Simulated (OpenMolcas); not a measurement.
**C2F3Si (SMILES [C]#C[Si](F)(F)F) at 4 levels**

Aim: a comparison of 4 runs (UHF/STO-3G, U-revPBE/cc-pVDZ, UB3LYP/6-31G*, USVWN5/cc-pVDZ) of C2F3Si. 

Program for the calculation: OpenMolcas 26.06.

1 further run of the same task is left out (it didn't finish).

## 1. The system as given

The species is C2F3Si (6 atoms), meant as a doublet with charge 0. SMILES: `[C]#C[Si](F)(F)F`. The coordinates come from a PBE0-D4/def2-TZVP relaxation.

Bond lengths: C1–C2 1.209 Å, C2–Si3 1.796 Å, Si3–F4 1.568 Å, Si3–F5 1.568 Å, Si3–F6 1.568 Å. Angles: C1–C2–Si3 180.0°, C2–Si3–F4 110.5°, C2–Si3–F5 110.4°, C2–Si3–F6 110.5°, F4–Si3–F5 108.5°, F4–Si3–F6 108.5°, F5–Si3–F6 108.5°.

## 2. Energy and gradient at UHF/STO-3G (run 1)

Input file calc.inp:

```
* C2F3Si Hartree-Fock

&GATEWAY
 BASLIB=$CurrDir
 COORD
 6
 bohr
 C     -0.62398757    -4.46202133     1.32885541
 C     -0.31331659    -2.29563930     0.67368736
 Si     0.14853247     0.92294224    -0.29971056
 F     -1.91221387     1.71246981    -2.27693101
 F      2.81777062     1.25572301    -1.54201652
 F     -0.03741658     2.74558309     2.02880997
 BASIS=STO-3G
 GROUP=NoSym

&SEWARD

&SCF
 UHF
 SPIN=2
 THRESHOLDS=1e-10 1e-07 1e-07 1e-05
 PRORBITALS=1 2

&ALASKA
```

The basis set STO-3G is read from a file made from the Basis Set Exchange's data (not shown).

Command:

```
$ export MOLCAS_MEM=1860
$ pymolcas calc.inp > calc.log
```

What it wrote:

```text
--- Start Module: gateway ---
[...]
--- Stop Module: gateway /rc=_RC_ALL_IS_WELL_ ---
[...]
      Basis functions           34
[...]
--- Start Module: scf ---
[...]
       Convergence after  27 Iterations
[...]
::    Total SCF energy                               -654.4502553712
[...]
      Total spin, S                                     0.7420397276
[...]
      Total electronic charge=   53.000000
      Total            charge=   -0.000000
[...]
      Dipole Moment (debye):
      Origin of the operator (angstrom)=    0.0457    0.2587   -0.0892
                   X= -1.2717E-01               Y= -8.8702E-01               Z=  2.6867E-01           Total=  9.3550E-01
      Quadrupole Moment (debye*angstrom):
[...]
--- Stop Module: scf /rc=_RC_ALL_IS_WELL_ ---
[...]
--- Start Module: alaska ---
[...]
 *              Molecular gradients               *
 **************************************************
  Irreducible representation: a
 ------------------------------------------------------------------------------------------
                              X                       Y                       Z
 ------------------------------------------------------------------------------------------
  C1                4.47514905752566E-03    3.11973246573487E-02   -9.43468520610491E-03
  C2               -3.99588619250875E-03   -2.78781353310753E-02    8.42817871536636E-03
  SI3               3.17551068741634E-03    2.19259687004780E-02   -6.57456241601739E-03
  F4                1.33776629399520E-02   -7.12436814962647E-03    1.36659800477812E-02
  F5               -1.79911232031280E-02   -4.11222146611268E-03    8.81392407060844E-03
  F6                9.58686710739398E-04   -1.40085684110058E-02   -1.48988352116710E-02
 ------------------------------------------------------------------------------------------
--- Stop Module: alaska /rc=_RC_ALL_IS_WELL_ ---
[...]
```

Run time: 6.3 s. Hardware: 1 thread of AMD EPYC 7R43 (Zen 3), shared host; peak memory 0.37 GiB.

## 3. Energy and forces at U-revPBE/cc-pVDZ (run 2)

Input file struct.xyz:

```xyz
6

C     -0.330200    -2.361200     0.703200
C     -0.165800    -1.214800     0.356500
Si     0.078600     0.488400    -0.158600
F     -1.011900     0.906200    -1.204900
F      1.491100     0.664500    -0.816000
F     -0.019800     1.452900     1.073600
```

Input file job.input:

```
* C2F3Si Kohn-Sham DFT

&GATEWAY
  BasLib = $CurrDir
  Coord = struct.xyz
  Basis = cc-pVDZ
  Group = NoSym

&SEWARD
  GridInput
  Grid=UltraFine
  End of Grid

&SCF
  UHF
  Spin = 2
  KSDFT = revPBE
  Thresholds = 1e-10 1e-07 1e-07 1e-05
  PrOrbitals = 1 2

&ALASKA
```

The basis set cc-pVDZ is read from a file made from the Basis Set Exchange's data (not shown).

Command:

```
$ export MOLCAS_MEM=1860
$ pymolcas job.input > job.log
```

What it wrote:

```text
--- Start Module: gateway ---
[...]
--- Stop Module: gateway /rc=_RC_ALL_IS_WELL_ ---
[...]
      Basis functions           88
[...]
--- Start Module: scf ---
[...]
       Convergence after  18 Iterations
[...]
::    Total KS-DFT energy                            -665.0441105449
[...]
      Total spin, S                                     0.5117215244
[...]
      Total electronic charge=   53.000000
      Total            charge=   -0.000000
[...]
      Dipole Moment (debye):
      Origin of the operator (angstrom)=    0.0457    0.2587   -0.0892
                   X= -1.5223E-01               Y= -1.0618E+00               Z=  3.2155E-01           Total=  1.1198E+00
      Quadrupole Moment (debye*angstrom):
[...]
--- Stop Module: scf /rc=_RC_ALL_IS_WELL_ ---
[...]
--- Start Module: alaska ---
[...]
 *              Molecular gradients               *
 **************************************************
  Irreducible representation: a
 ------------------------------------------------------------------------------------------
                              X                       Y                       Z
 ------------------------------------------------------------------------------------------
  C1                7.30270786962883E-03    5.09195865816032E-02   -1.53995173219128E-02
  C2               -5.25402245545500E-03   -3.66636851582394E-02    1.10866779451187E-02
  SI3               6.04557048891396E-03    4.19273058149754E-02   -1.26329379383250E-02
  F4                4.01535410189950E-02   -1.49709944094658E-02    3.83525652957779E-02
  F5               -5.19216108215339E-02   -6.09483996993454E-03    2.40683759915257E-02
  F6                3.67381389953025E-03   -3.51173728588723E-02   -4.54751639722950E-02
 ------------------------------------------------------------------------------------------
--- Stop Module: alaska /rc=_RC_ALL_IS_WELL_ ---
[...]
```

Run time: 76 s. Hardware: 1 thread of AMD EPYC 7R43 (Zen 3), shared host; peak memory 0.48 GiB.

Run 3 isn't shown in full; the table further down has it.

## 4. Energy and gradient at USVWN5/cc-pVDZ (run 4)

struct.xyz is that of step 3.

Input file run.inp:

```
* C2F3Si Kohn-Sham DFT

&GATEWAY
  BasLib = $CurrDir
  Coord = struct.xyz
  Basis = cc-pVDZ
  Group = NoSym

&SEWARD
  GridInput
  Grid=UltraFine
  End of Grid

&SCF
  UHF
  Spin = 2
  KSDFT = SVWN5
  Thresholds = 1e-10 1e-07 1e-07 1e-05
  PrOrbitals = 1 1

&ALASKA
```

The basis set cc-pVDZ is read from a file made from the Basis Set Exchange's data (not shown).

Command:

```
$ export MOLCAS_MEM=1860
$ pymolcas run.inp > run.log
```

What it wrote:

```text
--- Start Module: gateway ---
[...]
--- Stop Module: gateway /rc=_RC_ALL_IS_WELL_ ---
[...]
      Basis functions           88
[...]
--- Start Module: scf ---
[...]
       Convergence after  18 Iterations
[...]
::    Total KS-DFT energy                            -661.4781629193
[...]
      Total spin, S                                     0.5101083533
[...]
      Total electronic charge=   53.000000
      Total            charge=   -0.000000
[...]
      Dipole Moment (debye):
      Origin of the operator (angstrom)=    0.0457    0.2587   -0.0892
                   X= -1.5471E-01               Y= -1.0791E+00               Z=  3.2676E-01           Total=  1.1380E+00
      Quadrupole Moment (debye*angstrom):
[...]
--- Stop Module: scf /rc=_RC_ALL_IS_WELL_ ---
[...]
--- Start Module: alaska ---
[...]
 *              Molecular gradients               *
 **************************************************
  Irreducible representation: a
 ------------------------------------------------------------------------------------------
                              X                       Y                       Z
 ------------------------------------------------------------------------------------------
  C1                5.73155745924092E-03    3.99633302736078E-02   -1.20860602858430E-02
  C2               -5.28482152989887E-03   -3.68673495922371E-02    1.11482273597281E-02
  SI3               5.01017421044281E-03    3.47182441978982E-02   -1.04490919237614E-02
  F4                2.63424178380198E-02   -1.01314626139013E-02    2.52881204776862E-02
  F5               -3.41706392555423E-02   -4.30324257165493E-03    1.59084072875810E-02
  F6                2.37131127794421E-03   -2.33795196937034E-02   -2.98096029154209E-02
 ------------------------------------------------------------------------------------------
--- Stop Module: alaska /rc=_RC_ALL_IS_WELL_ ---
[...]
```

Run time: 61 s. Hardware: 1 thread of AMD EPYC 7R43 (Zen 3), shared host; peak memory 0.48 GiB.

## 5. All runs side by side

| run | level | integration grid | energy (Eh) | dipole moment (D) | HOMO energy (eV) | LUMO energy (eV) | wall time |
| --- | --- | --- | --- | --- | --- | --- | --- |
| 1 | UHF/STO-3G | – | -654.450255 | 0.94 | -10.06 | 5.35 | 6.3 s |
| 2 | U-revPBE/cc-pVDZ | UltraFine | -665.044111 | 1.12 | -7.89 | -6.49 | 76 s |
| 3 | UB3LYP/6-31G* (spherical functions) | UltraFine | -665.232575 | 1.32 | -8.81 | -5.71 | 68 s |
| 4 | USVWN5/cc-pVDZ | UltraFine | -661.478163 | 1.14 | -8.11 | -7.29 | 61 s |

## 6. Outcome

```
                                 quantity          value
                      run 4: total energy  -661.47816 Eh
                     run 4: dipole moment         1.14 D
run 4: HOMO energy (highest over α and β)       -8.11 eV
 run 4: LUMO energy (lowest over α and β)       -7.29 eV
                              run 4: ⟨S²⟩          0.770
          run 4: largest force on an atom     2.167 eV/Å
```

What this shows: The dipole moment (its size) runs from 0.94 D (UHF/STO-3G) to 1.32 D (UB3LYP/6-31G*). The two ends differ in method and basis. Totals of different functionals can't be ranked against each other. In run 1 the basis is minimal, so the values are rough. Spin contamination of the reference: run 1 ⟨S²⟩ = 1.29. All runs together took 3.5 min, the longest 76 s.
